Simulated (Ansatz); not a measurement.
# Si2SnGe: the cost of one run

Method: DFT PBEsol, scalar-relativistic, plane waves, PAW, in Ansatz 0.2.0.

2 further runs of the same task are left out: 2 set aside as unsound or not needed.

### 1 Starting point

The structure is tetragonal, space group P-4m2 (No. 115). The conventional cell has a = 4.072 Å, b = 4.072 Å, c = 5.795 Å, α = 90.00°, β = 90.00°, γ = 90.00°. Si (site symmetry 2mm) is surrounded by 2 Ge at 2.44 Å and 2 Sn at 2.56 Å. Sn (site symmetry -4m2) is surrounded by 4 Si at 2.56 Å. Ge (site symmetry -4m2) is surrounded by 4 Si at 2.44 Å.

Coordinates:

```cif
data_structure
_symmetry_space_group_name_H-M 'P 1'
_symmetry_Int_Tables_number 1
_cell_length_a 4.0723
_cell_length_b 4.0723
_cell_length_c 5.7952
_cell_angle_alpha 90.000
_cell_angle_beta 90.000
_cell_angle_gamma 90.000
_cell_volume 96.11
loop_
_atom_site_label
_atom_site_type_symbol
_atom_site_fract_x
_atom_site_fract_y
_atom_site_fract_z
_atom_site_occupancy
Si1 Si 0.50000 0.00000 0.76866 1
Si2 Si 0.00000 0.50000 0.23134 1
Sn1 Sn 0.00000 0.00000 0.50000 1
Ge1 Ge 0.50000 0.50000 0.00000 1
```

The cell was made up by rule, so the compound may not exist in this form.

This cell was relaxed beforehand with the same method: volume 24.03 Å³/atom, gap on the mesh 0.12 eV.

The cell was built by a swap of Ge by Sn on half of its sites in SiGe; it need not be the stable form of this composition.

### 2 Relaxing to 0.001 eV/Å

Response runs need a geometry at rest under their own mesh and occupations; hence this stricter relaxation.

Input file input.yaml:

```yaml
crystal:
  lattice:
    - [4.072319936, 0.0, 0.0]
    - [0.0, 4.072319936, 0.0]
    - [0.0, 0.0, 5.7952106227]
  atoms:
    - { symbol: Si, position: [0.5, 0.0, 0.7686589914] }
    - { symbol: Si, position: [0.0, 0.5, 0.2313410086] }
    - { symbol: Sn, position: [0.0, 0.0, 0.5] }
    - { symbol: Ge, position: [0.5, 0.5, 0.0] }
basis:
  ecutwfc: 420
kpoints:
  mp_grid: { grid: [12, 12, 6] }
hamiltonian:
  xc: pbesol
scf:
  occupations: { method: gaussian, width: 0.01 }
output:
  forces: true
  stress: true
  eigenvalues: true
relax:
  adjacent_minimum: "off"
  f_tol: 0.001
  max_steps: 60
  cell: { stress_tol: 0.01 }
```

Run with:

```bash
$ ansatz run input.yaml --threads 4 --pin off --max-ram 12288MiB --backend cpu --events-out ev --progress --plain --runs-dir out
```

**Question.** How long does this run take on 4 threads of Arm Neoverse V2, shared host, and how much memory does it need?

About 23 s, with a peak of 0.54 GiB.
